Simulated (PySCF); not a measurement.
# AuH4O2 (Au(H2O)2+): the cost of one run

Program: PySCF 2.14.0. Level of theory: B3LYP, Au def2-SVP with ECP60, O def2-SVP, H def2-SVP; scalar-relativistic core potentials, no spin–orbit coupling. These are calculated values, not measurements.

1 further run of the same task is left out (for a known fault of the program).

## 1. The system as given

7 atoms, charge 1, spin multiplicity 1.

Bond lengths: Au1–O2 1.980 Å, Au1–O5 1.980 Å, O2–H3 0.970 Å, O2–H4 0.970 Å, O5–H6 0.970 Å, O5–H7 0.970 Å. Angles: O2–Au1–O5 180.0°, Au1–O2–H3 127.5°, Au1–O2–H4 127.5°, H3–O2–H4 105.1°, Au1–O5–H6 127.5°, Au1–O5–H7 127.5°, H6–O5–H7 105.1°.

Coordinates:

```xyz
7
AuH4O2
Au    0.00000    0.00000    0.00000
O     0.00000    0.00000    1.98000
H     0.54450    0.54450    2.57000
H    -0.54450   -0.54450    2.57000
O     0.00000    0.00000   -1.98000
H     0.54450   -0.54450   -2.57000
H    -0.54450    0.54450   -2.57000
```

Formal oxidation states: Au +1.

## 2. SCF at the start, singlet

File run.py (the lines that set the calculation):

```python
mol = gto.M(atom='''
Au     0.00000     0.00000     0.00000
O      0.00000     0.00000     1.98000
H      0.54450     0.54450     2.57000
H     -0.54450    -0.54450     2.57000
O      0.00000     0.00000    -1.98000
H      0.54450    -0.54450    -2.57000
H     -0.54450     0.54450    -2.57000''',
    basis={'Au': 'def2-SVP', 'O': 'def2-SVP', 'H': 'def2-SVP'},
    ecp={'Au': 'def2-SVP'},
    charge=1, spin=0)
mf = dft.RKS(mol, xc='B3LYP')
mf.grids.atom_grid = (50, 194)
mf = mf.density_fit()  # fitting sets: Au def2-universal-JKFIT, O def2-universal-JKFIT, H def2-universal-JKFIT
mf.conv_tol = 1e-08; mf.max_cycle = 55
mf.kernel(dm0)  # dm0: free metal ions and neutral atoms
```

The run is started by

```sh
> OMP_NUM_THREADS=2 python run.py
```

Q: Estimate wall time and peak memory on 2 threads of Intel Xeon at 2.50GHz (Skylake/Cascade Lake), shared host.

About 12 s, with a peak of 0.42 GiB.
